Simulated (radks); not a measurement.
**Ionisation of In⁺: one atom, several choices of functional**

The task here is to estimate one member of a computed series from the others.

The numbers are computed with radks (a radial shooting solver on a logarithmic mesh, Libxc functionals) version 1 (Dirac Kohn-Sham, spin-unpolarised, spherical densities, finite nucleus), except any that are marked as measured or tabulated.

### The atom as given

| Item | Value |
| --- | --- |
| element | indium (Z = 49) |
| charge | +1 |
| electrons | 48 |
| configuration | [Kr] 4d10 5s2 |
| ion | In²⁺, [Kr] 4d10 5s1 |
| choices | OLYP; Wu-Cohen GGA; RPBE; PBE; B86b exchange with PBE correlation; revPBE; BLYP; HCTH/407; BP86; LDA (Slater exchange, Perdew-Zunger correlation); SOGGA |

The outer shells:

In⁺
```
[Kr] core
4d [↑↓][↑↓][↑↓][↑↓][↑↓]
5s [↑↓]
```

In²⁺
```
[Kr] core
4d [↑↓][↑↓][↑↓][↑↓][↑↓]
5s [↑ ]
```

The first run:

Settings of this run:

```text
Z 49
configuration [Kr] 4d10 5s2
relativity Dirac
functional optx,lyp
spin unpolarised
j_filling energy
nucleus finite rms 4.6156 fm
c 137.035999084
```

Steps of the session up to this table: OLYP: In⁺.

One of the session's tables, all rows but one given; the rest of the session is left out.

It belongs to the step «OLYP: In⁺». Radial moments (bohr):

| level | <r> | outermost maximum (interpolated) | 90 % within | nodes |
| --- | --- | --- | --- | --- |
| 3d3/2 | 0.3218 | 0.256 | 0.508 | 0 |
| 3d5/2 | 0.3254 | 0.259 | 0.513 | 0 |
| 4s1/2 | 0.8478 | 0.770 | 1.23 | 3 |
| 4p1/2 | 0.9007 | 0.799 | 1.33 | 2 |
| 4p3/2 | 0.9309 | 0.824 | 1.37 | 2 |
| 4d3/2 | ? | ? | ? | ? |
| 4d5/2 | 1.178 | 0.935 | 1.85 | 1 |
| 5s1/2 | 2.495 | 2.10 | 3.71 | 4 |

**Question.** Estimate the row for 4d3/2.

The run gave: <r>: 1.162; outermost maximum (interpolated): 0.925; 90 % within: 1.82; nodes: 1. In the column «<r>» it lies between 4p3/2 (0.9309) and 4d5/2 (1.178).

Caveats from the session: Spin polarisation and multiplet splitting are left out, so open shells lie too high by an amount that depends on their filling.
